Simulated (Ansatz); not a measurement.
# CH₇BFNSi: shape, modes and thermochemistry

Aim: relax CH₇BFNSi from a cheap starting geometry, check the end point by its vibrations and derive ideal-gas thermochemistry, and look at its orbitals and charge.

Program: Ansatz 0.2.0, Gaussian basis. Level of theory: RKS PBE0-D4/def2-TZVP. These are calculated values, not measurements.

The runs, in order: relaxation at PBE-D4/def2-SVP; relaxation at PBE0-D4/def2-TZVP; harmonic vibrations at the same level; a single point in def2-TZVPP for the fields.

### Step 1. Starting geometry

SMILES `BC[SiH](N)F`, 12 atoms, charge 0, spin multiplicity 1.

Atoms are counted from 1 here; the program's logs count them from 0.

Bond lengths: B1–C2 1.559 Å, B1–H6 1.153 Å, B1–H7 1.230 Å, C2–Si3 1.856 Å, C2–H8 1.073 Å, C2–H9 1.131 Å, Si3–N4 1.768 Å, Si3–F5 1.683 Å, Si3–H10 1.518 Å, N4–H11 1.073 Å, N4–H12 1.088 Å. Angles: C2–B1–H6 126.1°, C2–B1–H7 118.6°, H6–B1–H7 115.3°, B1–C2–Si3 109.0°, B1–C2–H8 111.4°, B1–C2–H9 106.1°, Si3–C2–H8 107.4°, Si3–C2–H9 111.1°, H8–C2–H9 112.0°, C2–Si3–N4 112.4°, C2–Si3–F5 111.4°, C2–Si3–H10 108.0°, N4–Si3–F5 109.7°, N4–Si3–H10 106.1°, F5–Si3–H10 109.1°, Si3–N4–H11 107.1°, Si3–N4–H12 103.0°, H11–N4–H12 100.9°.

Coordinates:

```
B    -0.4009    1.6264    1.1059
C    -0.6423    0.1836    0.5669
Si    0.6839   -0.2321   -0.6627
N     0.5909   -1.9108   -1.2110
F     0.6350    0.8007   -1.9904
H     0.5290    1.9884    1.6827
H    -1.2681    2.4785    0.9172
H    -1.5849    0.1088    0.0590
H    -0.5908   -0.4995    1.4671
H     2.0280   -0.0882    0.0290
H     0.5211   -2.5248   -0.3341
H    -0.4239   -1.9861   -1.5956
```

The start is a force-field geometry with small random shifts, so a cheaper pass at PBE-D4/def2-SVP comes first.

### Step 2. Geometry optimisation, PBE-D4/def2-SVP (cheap first pass)

in.yaml

```yaml
crystal:
  periodic: [false, false, false]
  atoms:
    - {symbol: B, position_ang: [-0.400900, 1.626400, 1.105900]}
    - {symbol: C, position_ang: [-0.642300, 0.183600, 0.566900]}
    - {symbol: Si, position_ang: [0.683900, -0.232100, -0.662700]}
    - {symbol: N, position_ang: [0.590900, -1.910800, -1.211000]}
    - {symbol: F, position_ang: [0.635000, 0.800700, -1.990400]}
    - {symbol: H, position_ang: [0.529000, 1.988400, 1.682700]}
    - {symbol: H, position_ang: [-1.268100, 2.478500, 0.917200]}
    - {symbol: H, position_ang: [-1.584900, 0.108800, 0.059000]}
    - {symbol: H, position_ang: [-0.590800, -0.499500, 1.467100]}
    - {symbol: H, position_ang: [2.028000, -0.088200, 0.029000]}
    - {symbol: H, position_ang: [0.521100, -2.524800, -0.334100]}
    - {symbol: H, position_ang: [-0.423900, -1.986100, -1.595600]}
basis:
  gaussian: {orbitals: def2-SVP}
hamiltonian: {xc: pbe, dispersion: d4}
relax: {f_tol: 0.03, max_steps: 200}
```

Run with:

```bash
$ ansatz run in.yaml --threads 4 --pin off --events-out ev --progress --plain --max-ram 10444MiB
```

The program printed, cut to the lines that bear on the results:

```text
Functional definition: PBE
  name "PBE"
  cite "Perdew, Burke & Ernzerhof, Phys. Rev. Lett. 77, 3865 (1996) doi:10.1103/PhysRevLett.77.3865"
  parent pbe
[...]
1234 factors; their error is unknown
[...]
mean field -13894.86512295 eV, -510.6268749907 hartree, gradient 2.4e-5 eV, S^2 0.000000; 0 other end points of the search recorded, 0 dependent functions left out
[...]
reference -13894.86516060 eV, -510.6268763741 hartree; 24, 24 occupied and 85, 85 virtual orbitals, 1234 factors
relax step   1: F+E_penalty+E_count = -13895.09738420 eV  Δ(F+E_penalty+E_count) = +0.000e0 eV  max|allowed force component| = 2.297e0 eV/Å  Δτ_max = 0.0000 Å  (30 SCF iters, accepted)
[...]
relax step   6: F+E_penalty+E_count = -13895.65838530 eV  Δ(F+E_penalty+E_count) = -1.088e-2 eV  max|allowed force component| = 4.785e-1 eV/Å  Δτ_max = 0.0852 Å  (29 SCF iters, accepted)
[...]
relax step  11: F+E_penalty+E_count = -13895.71547831 eV  Δ(F+E_penalty+E_count) = -1.249e-2 eV  max|allowed force component| = 1.978e-1 eV/Å  Δτ_max = 0.1000 Å  (28 SCF iters, accepted)
[...]
relax step  16: F+E_penalty+E_count = -13895.73998247 eV  Δ(F+E_penalty+E_count) = -1.248e-3 eV  max|allowed force component| = 8.735e-2 eV/Å  Δτ_max = 0.0512 Å  (30 SCF iters, accepted)
[...]
1234 factors; their error is unknown
mean field -13895.50766295 eV, -510.6504879000 hartree, gradient 2.6e-5 eV, S^2 0.000000; 1 other end points of the search recorded, 0 dependent functions left out
[...]
reference -13895.50770249 eV, -510.6504893531 hartree; 24, 24 occupied and 85, 85 virtual orbitals, 1234 factors
Total energy: -13895.74252545 eV, -510.6591189377 hartree
Atom 0 at    -0.532718     1.748716     0.857508 Å, force     0.010920     0.002736    -0.010352 eV/Å
Atom 1 at    -0.653143     0.204087     0.845414 Å, force    -0.011853    -0.000328     0.009115 eV/Å
Atom 2 at     0.708216    -0.371495    -0.335711 Å, force     0.005297    -0.011290    -0.015920 eV/Å
Atom 3 at     0.246242    -1.841842    -1.103679 Å, force     0.014845     0.012142     0.003405 eV/Å
Atom 4 at     0.939250     0.889674    -1.388820 Å, force    -0.001473    -0.006587     0.006645 eV/Å
Atom 5 at     0.342394     2.291053     1.511042 Å, force    -0.004367     0.000338     0.002422 eV/Å
Atom 6 at    -1.270739     2.443983     0.185208 Å, force    -0.002965     0.000290     0.003173 eV/Å
Atom 7 at    -1.616454    -0.195583     0.466956 Å, force     0.001428    -0.000618    -0.000151 eV/Å
Atom 8 at    -0.383708    -0.288689     1.804081 Å, force     0.001380     0.000627     0.001732 eV/Å
Atom 9 at     2.030666    -0.594198     0.326365 Å, force    -0.001229     0.001205     0.000129 eV/Å
Atom 10 at     0.943688    -2.400108    -1.601904 Å, force    -0.006986     0.003585     0.003419 eV/Å
Atom 11 at    -0.676696    -1.940699    -1.532460 Å, force    -0.004996    -0.002100    -0.003617 eV/Å
Dipole moment:    -0.136883    -0.590978    -0.077031 e Å
```

Wall time 15 s (4 threads of Intel Xeon 6975P-C, shared host).

Along the way: (the energy doesn't fall at every step)

| step | energy from step 1 (eV) | largest force component (eV/Å) |
| --- | --- | --- |
| 1 | 0.0000 | 2.2970 |
| 2 | -0.3659 | 0.9092 |
| 3 | -0.4557 | 0.7233 |
| 4 | -0.4887 | 0.6034 |
| 5 | -0.5501 | 0.2503 |
| 6 | -0.5610 | 0.4785 |
| 7 | -0.5720 | 0.2930 |
| 8 | -0.5925 | 0.2856 |
| 9 | -0.5920 | 0.6407 |
| 10 | -0.6056 | 0.1137 |
| 11 | -0.6181 | 0.1978 |
| 12 | -0.6335 | 0.1175 |
| 13 | -0.6263 | 0.5200 |
| 14 | -0.6388 | 0.0452 |
| 15 | -0.6414 | 0.0782 |
| 16 | -0.6426 | 0.0873 |
| 17 | -0.6432 | 0.0173 |
| 18 | -0.6437 | 0.0617 |
| 19 | -0.6438 | 0.0813 |
| 20 | -0.6444 | 0.0516 |
| 21 | -0.6448 | 0.0325 |
| 22 | -0.6451 | 0.0159 |

The force was under the threshold of 0.03 eV/Å already at step 17, but the program went on to step 22.

Close pairs (by a distance rule), those that changed most:

| bond | before (Å) | after (Å) | change (Å) |
| --- | --- | --- | --- |
| B1–H6 | 1.153 | 1.219 | +0.067 |
| N4–H12 | 1.088 | 1.022 | -0.065 |
| N4–H11 | 1.073 | 1.023 | -0.050 |
| Si3–N4 | 1.768 | 1.722 | -0.046 |
| C2–Si3 | 1.856 | 1.892 | +0.036 |
| C2–H8 | 1.073 | 1.109 | +0.036 |
| Si3–F5 | 1.683 | 1.659 | -0.024 |
| Si3–H10 | 1.518 | 1.496 | -0.023 |

### Step 3. Geometry optimisation, PBE0-D4/def2-TZVP

in.yaml

```yaml
crystal:
  periodic: [false, false, false]
  atoms:
    - {symbol: B, position_ang: [-0.532718, 1.748716, 0.857508]}
    - {symbol: C, position_ang: [-0.653143, 0.204087, 0.845414]}
    - {symbol: Si, position_ang: [0.708216, -0.371495, -0.335711]}
    - {symbol: N, position_ang: [0.246242, -1.841842, -1.103679]}
    - {symbol: F, position_ang: [0.939250, 0.889674, -1.388820]}
    - {symbol: H, position_ang: [0.342394, 2.291053, 1.511042]}
    - {symbol: H, position_ang: [-1.270739, 2.443983, 0.185208]}
    - {symbol: H, position_ang: [-1.616454, -0.195583, 0.466956]}
    - {symbol: H, position_ang: [-0.383708, -0.288689, 1.804081]}
    - {symbol: H, position_ang: [2.030666, -0.594198, 0.326365]}
    - {symbol: H, position_ang: [0.943688, -2.400108, -1.601904]}
    - {symbol: H, position_ang: [-0.676696, -1.940699, -1.532460]}
basis:
  gaussian: {orbitals: def2-TZVP}
hamiltonian: {xc: pbe0, dispersion: d4}
relax: {f_tol: 0.005, max_steps: 150}
```

Same command.

The program printed, cut to the lines that bear on the results:

```text
Functional definition: PBE0
  name "PBE0"
  cite "Adamo & Barone, J. Chem. Phys. 110, 6158 (1999) doi:10.1063/1.478522"
  cite "Perdew, Burke & Ernzerhof, Phys. Rev. Lett. 77, 3865 (1996) doi:10.1103/PhysRevLett.77.3865"
  parent pbe
[...]
1236 factors; their error is unknown
[...]
mean field -13907.07598788 eV, -511.0756159999 hartree, gradient 6.6e-5 eV, S^2 0.000000; 0 other end points of the search recorded, 0 dependent functions left out
[...]
reference -13907.07602298 eV, -511.0756172900 hartree; 24, 24 occupied and 179, 179 virtual orbitals, 1236 factors
relax step   1: F+E_penalty+E_count = -13907.27393737 eV  Δ(F+E_penalty+E_count) = +0.000e0 eV  max|allowed force component| = 1.025e0 eV/Å  Δτ_max = 0.0000 Å  (27 SCF iters, accepted)
[...]
Atom 2 at     0.667103    -0.312357    -0.471883 Å, force    -0.001382    -0.003881    -0.004678 eV/Å
Atom 3 at     0.323677    -1.894114    -0.984405 Å, force    -0.002251     0.000790    -0.001790 eV/Å
Atom 4 at     0.738439     0.748924    -1.676835 Å, force     0.001132     0.000697     0.001499 eV/Å
Atom 5 at     0.290514     2.088109     1.871492 Å, force     0.000968     0.000763     0.001900 eV/Å
Atom 6 at    -1.055376     2.606357     0.402127 Å, force    -0.001606     0.002390    -0.001401 eV/Å
Atom 7 at    -1.622324     0.043406     0.177160 Å, force    -0.001308    -0.000311    -0.001511 eV/Å
Atom 8 at    -0.555760    -0.395445     1.553051 Å, force    -0.000019     0.001184    -0.000920 eV/Å
Atom 9 at     2.015994    -0.320652     0.135437 Å, force     0.000738     0.000230    -0.000229 eV/Å
Atom 10 at     1.035877    -2.468436    -1.404484 Å, force    -0.000041     0.000095     0.001048 eV/Å
Atom 11 at    -0.598509    -2.174320    -1.274973 Å, force     0.002754     0.001604     0.003018 eV/Å
Dipole moment:    -0.151924    -0.539068     0.004953 e Å
```

It took 28 s on 4 threads of Intel Xeon 6975P-C, shared host.

Along the way: (the energy doesn't fall at every step)

| step | energy from step 1 (eV) | largest force component (eV/Å) |
| --- | --- | --- |
| 1 | 0.0000 | 1.0254 |
| 2 | -0.0626 | 0.6514 |
| 3 | -0.0808 | 0.2072 |
| 4 | -0.0831 | 0.1455 |
| 5 | -0.0862 | 0.1258 |
| 6 | -0.0883 | 0.0825 |
| 7 | -0.0903 | 0.0936 |
| 8 | -0.0912 | 0.2056 |
| 9 | -0.0930 | 0.0798 |
| 10 | -0.0939 | 0.0518 |
| 11 | -0.0947 | 0.0267 |
| 12 | -0.0926 | 0.1641 |
| 13 | -0.0950 | 0.0386 |
| 14 | -0.0951 | 0.0317 |
| 15 | -0.0952 | 0.0145 |
| 16 | -0.0952 | 0.0097 |
| 17 | -0.0953 | 0.0047 |

Close pairs (by a distance rule), those that changed most:

| bond | before (Å) | after (Å) | change (Å) |
| --- | --- | --- | --- |
| Si3–F5 | 1.659 | 1.607 | -0.052 |
| Si3–N4 | 1.722 | 1.698 | -0.024 |
| C2–Si3 | 1.892 | 1.871 | -0.021 |
| B1–H6 | 1.219 | 1.198 | -0.021 |
| B1–H7 | 1.217 | 1.196 | -0.020 |
| Si3–H10 | 1.496 | 1.479 | -0.016 |
| N4–H11 | 1.023 | 1.007 | -0.016 |
| N4–H12 | 1.022 | 1.007 | -0.016 |

Mulliken charges at the end point, from the run's report:

| atom | value (e) |
| --- | --- |
| B1 | -0.05 |
| C2 | -0.35 |
| Si3 | 0.60 |
| N4 | -0.63 |
| F5 | -0.31 |
| H6 | 0.01 |
| H7 | 0.02 |
| H8 | 0.12 |
| H9 | 0.14 |
| H10 | -0.05 |
| H11 | 0.25 |
| H12 | 0.24 |

### Step 4. Harmonic vibrations

in.yaml

```yaml
crystal:
  periodic: [false, false, false]
  atoms:
    - {symbol: B, position_ang: [-0.482358, 1.755947, 1.017905]}
    - {symbol: C, position_ang: [-0.680276, 0.267480, 0.689408]}
    - {symbol: Si, position_ang: [0.667103, -0.312357, -0.471883]}
    - {symbol: N, position_ang: [0.323677, -1.894114, -0.984405]}
    - {symbol: F, position_ang: [0.738439, 0.748924, -1.676835]}
    - {symbol: H, position_ang: [0.290514, 2.088109, 1.871492]}
    - {symbol: H, position_ang: [-1.055376, 2.606357, 0.402127]}
    - {symbol: H, position_ang: [-1.622324, 0.043406, 0.177160]}
    - {symbol: H, position_ang: [-0.555760, -0.395445, 1.553051]}
    - {symbol: H, position_ang: [2.015994, -0.320652, 0.135437]}
    - {symbol: H, position_ang: [1.035877, -2.468436, -1.404484]}
    - {symbol: H, position_ang: [-0.598509, -2.174320, -1.274973]}
basis:
  gaussian: {orbitals: def2-TZVP}
hamiltonian: {xc: pbe0, dispersion: d4}
phonons: {temperatures: {t_min: 298.15, t_max: 900, t_step: 200}}
```

Same command.

The program printed, cut to the lines that bear on the results:

```text
Functional definition: PBE0
  name "PBE0"
  cite "Adamo & Barone, J. Chem. Phys. 110, 6158 (1999) doi:10.1063/1.478522"
  cite "Perdew, Burke & Ernzerhof, Phys. Rev. Lett. 77, 3865 (1996) doi:10.1103/PhysRevLett.77.3865"
  parent pbe
[...]
1236 factors; their error is unknown
[...]
mean field -13907.17106313 eV, -511.0791099508 hartree, gradient 5.5e-5 eV, S^2 0.000000; 0 other end points of the search recorded, 0 dependent functions left out
[...]
reference -13907.17109811 eV, -511.0791112363 hartree; 24, 24 occupied and 179, 179 virtual orbitals, 1236 factors
[...]
1236 factors; their error is unknown
mean field -13907.17098323 eV, -511.0791070146 hartree, gradient 2.1e-6 eV, S^2 0.000000; 0 other end points of the search recorded, 0 dependent functions left out
[...]
reference -13907.17101820 eV, -511.0791082999 hartree; 24, 24 occupied and 179, 179 virtual orbitals, 1236 factors
[...]
Atom 5 at     0.290514     2.088109     1.871492 Å, force     0.000963     0.000750     0.001877 eV/Å
Atom 6 at    -1.055376     2.606357     0.402127 Å, force    -0.001605     0.002355    -0.001389 eV/Å
Atom 7 at    -1.622324     0.043406     0.177160 Å, force    -0.001291    -0.000349    -0.001512 eV/Å
Atom 8 at    -0.555760    -0.395445     1.553051 Å, force    -0.000013     0.001207    -0.000917 eV/Å
Atom 9 at     2.015994    -0.320652     0.135437 Å, force     0.000754     0.000217    -0.000223 eV/Å
Atom 10 at     1.035877    -2.468436    -1.404484 Å, force    -0.000056     0.000084     0.001061 eV/Å
Atom 11 at    -0.598509    -2.174320    -1.274973 Å, force     0.002754     0.001621     0.003015 eV/Å
Dipole moment:    -0.151926    -0.539070     0.004954 e Å
Vibrations: 48.42 138.20 187.73 216.32 281.72 306.40 335.60 379.56 645.23 665.25 708.38 826.60 839.66 890.37 914.47 919.59 960.52 1043.48 1075.70 1108.24 1256.22 1420.45 1582.73 2259.64 2576.39 2655.45 3045.40 3110.42 3611.12 3705.35 cm⁻¹, zero-point energy 2.338008 eV
```

Run time: 78 s. Hardware: 4 threads of Intel Xeon 6975P-C, shared host.

Motions are named by where the mode's potential energy lies. The modes, unscaled (a negative number is an imaginary wavenumber):

| mode | cm⁻¹ | motion |
| --- | --- | --- |
| 1 | 48 | torsion |
| 2 | 138 | bend |
| 3 | 188 | torsion |
| 4 | 216 | torsion with bend |
| 5 | 282 | torsion with bend |
| 6 | 306 | torsion with bend |
| 7 | 336 | torsion |
| 8 | 380 | torsion |
| 9 | 645 | Si–C stretch |
| 10 | 665 | wag or twist with bend |
| 11 | 708 | bend |
| 12 | 827 | Si–F stretch |
| 13 | 840 | wag or twist with bend |
| 14 | 890 | Si–N stretch with bend |
| 15 | 914 | bend with wag or twist |
| 16 | 920 | bend with wag or twist |
| 17 | 961 | wag or twist with Si–N stretch |
| 18 | 1043 | B–C stretch |
| 19 | 1076 | wag or twist |
| 20 | 1108 | bend |
| 21 | 1256 | bend |
| 22 | 1420 | bend |
| 23 | 1583 | bend |
| 24 | 2260 | Si–H stretch |
| 25 | 2576 | B–H stretch |
| 26 | 2655 | B–H stretch |
| 27 | 3045 | C–H stretch |
| 28 | 3110 | C–H stretch |
| 29 | 3611 | N–H stretch |
| 30 | 3705 | N–H stretch |

From these modes and the moments of inertia (298.15 K, 1 bar, symmetry number 1):

| term | value |
| --- | --- |
| zero-point energy | 225.6 kJ/mol |
| H(298) − E | 248.6 kJ/mol |
| entropy, translation | 165.1 J/(mol K) |
| entropy, rotation | 110.8 J/(mol K) |
| entropy, vibration | 80.7 J/(mol K) |
| entropy, total | 356.7 J/(mol K) |

### Step 5. Fields at the relaxed geometry

Changes to in.yaml since step 4:

```diff
@@ -16,4 +16,4 @@
 basis:
-  gaussian: {orbitals: def2-TZVP}
+  gaussian: {orbitals: def2-TZVPP}
 hamiltonian: {xc: pbe0, dispersion: d4}
-phonons: {temperatures: {t_min: 298.15, t_max: 900, t_step: 200}}
+output: {orbitals: {seedname: orbitals}}
```

The command is unchanged.

The program printed:

```text
Functional definition: PBE0
  name "PBE0"
  cite "Adamo & Barone, J. Chem. Phys. 110, 6158 (1999) doi:10.1063/1.478522"
  cite "Perdew, Burke & Ernzerhof, Phys. Rev. Lett. 77, 3865 (1996) doi:10.1103/PhysRevLett.77.3865"
  parent pbe
  parameter a = 0.25
  parameter kappa = 0.804
  parameter beta = 0.06672455060314922
  exchange = (1 - a)*pbe_x(kappa = kappa, mu = beta*pi^2/3) + a*exact_x
  correlation = pbe_c(beta = beta)
1364 factors; their error is unknown
mean field evaluation 1: about -13896.1670 eV, gradient 7.6e1 eV
mean field evaluation 2: about -13889.4122 eV, gradient 9.2e1 eV
mean field evaluation 4: about -13907.1856 eV, gradient 4.6e0 eV
mean field evaluation 8: about -13907.2326 eV, gradient 7.0e-2 eV
mean field evaluation 16: about -13907.2562 eV, gradient 3.1e-5 eV
mean field -13907.25621118 eV, -511.0822390839 hartree, gradient 3.1e-5 eV, S^2 0.000000; 0 other end points of the search recorded, 0 dependent functions left out
reference -13907.25624631 eV, -511.0822403749 hartree; 24, 24 occupied and 240, 240 virtual orbitals, 1364 factors
Total energy: -13907.45436841 eV, -511.0895212278 hartree
```

Run time: 1.6 s. Hardware: 4 threads of Intel Xeon 6975P-C, shared host; peak memory 0.64 GiB.

The fields below are evaluated on a grid from the run's orbitals.

Frontier orbitals at PBE0-D4/def2-TZVPP, with the share of their density that lies nearest to each atom:

| orbital | energy (eV) | lies on |
| --- | --- | --- |
| HOMO-1 | -8.94 | H7 21 %; C2 20 %; H10 14 % |
| HOMO | -8.10 | N4 69 %; H11, H12 about 9 % each |
| LUMO | -1.22 | B1 48 %; H6, H7 about 15 % each |

ELF in a plane through or near 5 of the atoms.

Values, 10 rows by 14 columns:
```
0.00 0.00 0.00 0.00 0.00 0.00 0.00 0.00 0.00 0.00 0.00 0.00 0.00 0.00
0.00 0.00 0.00 0.00 0.00 0.01 0.02 0.00 0.00 0.00 0.00 0.00 0.00 0.00
0.00 0.00 0.00 0.00 0.01 0.30 0.35 0.09 0.00 0.00 0.01 0.00 0.00 0.00
0.00 0.00 0.02 0.12 0.03 0.41 0.57 0.21 0.01 0.21 0.64 0.25 0.01 0.00
0.00 0.00 0.53 0.96 0.62 0.26 0.45 0.33 0.46 0.18 0.78 0.31 0.02 0.00
0.00 0.00 0.27 0.79 0.46 0.80 0.18 0.89 0.81 0.13 0.33 0.19 0.01 0.00
0.00 0.00 0.01 0.41 0.96 0.29 0.13 0.83 0.71 0.62 0.13 0.05 0.00 0.00
0.00 0.00 0.00 0.23 0.62 0.03 0.12 0.94 0.75 0.15 0.01 0.00 0.00 0.00
0.00 0.00 0.00 0.00 0.00 0.00 0.00 0.17 0.08 0.01 0.00 0.00 0.00 0.00
0.00 0.00 0.00 0.00 0.00 0.00 0.00 0.00 0.00 0.00 0.00 0.00 0.00 0.00
```
The map spans 11.2 Å across and 8.6 Å up, centred on the molecule. Atoms in the plane (x, y in Å): B1 (2.1, 0.0), C2 (0.7, -0.6), Si3 (-0.6, 0.6), N4 (-2.1, -0.2), H11 (-3.0, 0.3).

log10 of the density (e/Å³) in the same plane.

Ten even steps from ' ' (-4.0) to '@' (1.9):
```
                                                        
                                                        
                  ......::......                        
                ..::::----::::....                      
              ..::----======--::::............          
          ..::::--====++++++==--::::--------::....      
      ....::----====++++**++++==----========--::..      
      ::--====++++++++**##**++======++++++====--::..    
    ..::--++**********%%@@%%**++++++++****++==--::..    
    ..--==++**######****%%##********##%%**++==--::..    
    ..::--++**##@@%%**********####**####**++==--::..    
    ..::--==++**####**++++****####****++++==--::::..    
      ..::--++******++==++++**##****++++==----::..      
      ..::--==++++++======++******++====----::..        
        ..::--======------==++++++====--::::..          
          ....::::::::::::----==----::::..              
                ....  ....::::::::::....                
                          ..........                    
                                                        
                                                        
```
The map spans 11.2 Å across and 8.6 Å up, centred on the molecule. Atoms in the plane (x, y in Å): B1 (2.1, 0.0), C2 (0.7, -0.6), Si3 (-0.6, 0.6), N4 (-2.1, -0.2), H11 (-3.0, 0.3).

On the surface of density 0.002 e/bohr³ the electrostatic potential runs, from the 1st to the 99th percentile, from -1.09 V near F5 to 1.87 V near H12.

### Step 6. Outcome

```
                  quantity            value
               point group               C1
                     steps          22 + 17
shift from the start (rms)          0.450 Å
              total energy   -13907.3692 eV
           dispersion term         -198 meV
             dipole moment           2.69 D
lowest, highest wavenumber    48, 3705 cm⁻¹
         zero-point energy     225.6 kJ/mol
       entropy at 298.15 K  356.7 J/(mol K)
                HOMO, LUMO  -8.10, -1.22 eV
```

**Reading.** The atoms moved 0.45 Å (rms) from the start; the bond that changed most is N4–H12, from 1.088 to 1.007 Å. No mode is imaginary: a true minimum at this level. The stiffest mode, 3705 cm⁻¹, is an N–H stretch, and 3 modes under 200 cm⁻¹ make the vibrational entropy uncertain. Harmonic hybrid wavenumbers usually lie a few per cent above measured fundamentals. The largest Mulliken charge, -0.63 e, sits on N4. The HOMO lies mostly on N4 69 %; H11, H12 about 9 % each and the LUMO on B1 48 %; H6, H7 about 15 % each.
